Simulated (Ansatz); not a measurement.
Working through a comparison of functionals at one structure of SrIrO₃, space group Pm-3m

Computed with the Python package of Ansatz (0.2.0).

The script reads `sriro3.extxyz`:
```text
5
Lattice="3.998048 0.0 0.0 0.0 3.998048 0.0 0.0 0.0 3.998048" Properties=species:S:1:pos:R:3 pbc="T T T"
Sr    0.00000000    0.00000000    0.00000000
Ir    1.99902400    1.99902400    1.99902400
O     1.99902400    1.99902400    0.00000000
O     1.99902400    0.00000000    1.99902400
O     0.00000000    1.99902400    1.99902400
```

The cells in order, each with its output:

**Cell 1**
```python
import ansatz
from tabulate import tabulate
```

**Cell 2**
```python
crystal = ansatz.Crystal.from_extxyz("sriro3.extxyz")

model = (
    crystal.calculation()
    .kpoints(4)
    .scf(max_iterations=200)
    .occupations("cold")
    .basis(47 * ansatz.Ry)
    .forces()
    .stress()
)

rows = []
for value in ["r2scan", "pbesol", "blyp"]:
    r = model.functional(value).run(threads=1, pin="off").report
    rows.append((value, r["free_energy_ev"] / len(r["lattice"]["sites"]), r["n_iterations"], sum(r["stress_gpa"][i][i] for i in range(3)) / 3, max(abs(f) for row in r["forces_ev_ang"] for f in row), r["n_kpoints"]))
```

**Cell 3**
```python
print(tabulate(rows, headers=["functional", "F/atom (eV)", "iterations", "P (GPa)", "max force (eV/A)", "k-points"], floatfmt=".4f", tablefmt="github"))
```
Output:
```text
| functional   |   F/atom (eV) |   iterations |   P (GPa) |   max force (eV/A) |   k-points |
|--------------|---------------|--------------|-----------|--------------------|------------|
| r2scan       |    -3442.0412 |            8 |   -5.4779 |             0.0000 |         10 |
| pbesol       |    -3394.7856 |            7 |   -6.8150 |             0.0000 |         10 |
| blyp         |    -3445.1788 |            7 |    7.0785 |             0.0000 |         10 |
```

From lowest to highest: PBEsol (-6.8 GPa), r2SCAN (-5.5 GPa) and BLYP (7.1 GPa). At a fixed cell a lower pressure usually means a smaller equilibrium volume, so PBEsol prefers the smallest cell and BLYP the largest.

Reading the output:
- The cell holds an odd number of electrons and is run without spin, so a magnetic state may lie lower.
- BLYP can be off by several per cent in the lattices of metals, and by several GPa in the pressure at a fixed cell.
- For a metal this k-point mesh is coarse: on a finer one energies can move by several to tens of meV an atom and pressures by half a GPa or more, differences at one mesh by less.
- Forces vanish by symmetry here and test nothing.
- Pressure is positive in compression.
- Spin-orbit coupling, which matters for elements this heavy, is left out.
- The structure comes from a database of computed cells and needn't be a stable or known phase.
- Total energies of different functionals can't be compared; pressures, moments and gaps at this one structure can.
- It ran for 7.8 s on 1 thread of Intel(R) Xeon(R) 6975P-C (Granite Rapids), on a shared host, peak memory 0.63 GiB.

(Lines on the test bed's own set-up are left out of the output.)
